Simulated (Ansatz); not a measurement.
# MgO (Fm-3m): zero-pressure volume and bulk modulus with PBE + D3(BJ)-ATM

The task here is to estimate one member of a computed series from the others.

The COD cell was measured well above room temperature, so it is larger than a cold one.

Program: Ansatz 0.2.0. Level of theory: DFT PBE + D3(BJ)-ATM, scalar-relativistic, plane waves, PAW. These are calculated values, not measurements.

**Starting point**

Symmetry: Fm-3m, No. 225, cubic system. Conventional cell: a = 4.270 Å, b = 4.270 Å, c = 4.270 Å, α = 90.00°, β = 90.00°, γ = 90.00°. Mg (site symmetry m-3m) has 6 O at 2.14 Å in its first shell of neighbours. O (site symmetry m-3m) is surrounded by 6 Mg at 2.14 Å.

As a file:

```cif
data_structure
_symmetry_space_group_name_H-M 'P 1'
_symmetry_Int_Tables_number 1
_cell_length_a 3.0196
_cell_length_b 3.0196
_cell_length_c 3.0196
_cell_angle_alpha 60.000
_cell_angle_beta 60.000
_cell_angle_gamma 60.000
_cell_volume 19.47
loop_
_atom_site_label
_atom_site_type_symbol
_atom_site_fract_x
_atom_site_fract_y
_atom_site_fract_z
_atom_site_occupancy
Mg1 Mg 0.00000 0.00000 0.00000 1
O1 O 0.50000 0.50000 0.50000 1
```

At PBE, an earlier run found -1.69 GPa for this cell of 9.734 Å³/atom (10×10×10 mesh), mesh gap 4.35 eV.

Set-up of the first run:

File input.yaml:

```yaml
crystal:
  lattice:
    - [0.0, 2.135149143, 2.135149143]
    - [2.135149143, 0.0, 2.135149143]
    - [2.135149143, 2.135149143, 0.0]
  atoms:
    - { symbol: Mg, position: [0.0, 0.0, 0.0] }
    - { symbol: O, position: [0.5, 0.5, 0.5] }
basis:
  ecutwfc: 420
  ecutrho_ratio: 4
kpoints:
  mp_grid: { grid: [10, 10, 10] }
hamiltonian:
  xc: pbe
  dispersion: d3bjatm
scf:
  occupations: { method: gaussian, width: 0.05 }
output:
  forces: true
  stress: true
  eigenvalues: true
```

Run with:

```sh
ansatz run input.yaml --threads 4 --pin off --max-ram 8192MiB --backend cpu --events-out ev --progress --plain --runs-dir out
```

Steps of the session up to this table: At the given cell; Stepping to 9.366 Å³/atom; Volume × 0.98 of the new zero; Volume × 1.02 of the new zero; Volume × 0.96 of the new zero; Volume × 1.04 of the new zero.

One table of the session follows, with a row left open; its other results are not shown here.

It belongs to the step «Energy and pressure against volume». 

```
volume (Å³/atom)  energy (meV/atom)  pressure (GPa)
           8.992               7.83            6.98
           9.179                  ?               ?
           9.366               0.00           -0.05
           9.554               1.80           -3.05
           9.741               7.00           -5.76
```

**Question.** Estimate the row for volume (Å³/atom) = 9.179.

Worked estimate for «energy (meV/atom)». A straight line through the neighbours (8.992, 7.83) and (9.366, 0.00) gives 7.83 + (0.00 − 7.83) × (9.179 − 8.992) / (9.366 − 8.992) = 3.92; a parabola fitted to 3 rows on both sides gives 2.02.

**Answer.** energy (meV/atom): 1.83; pressure (GPa): 3.29. In «energy (meV/atom)» the line misses by +2.09 and the parabola by +0.19.
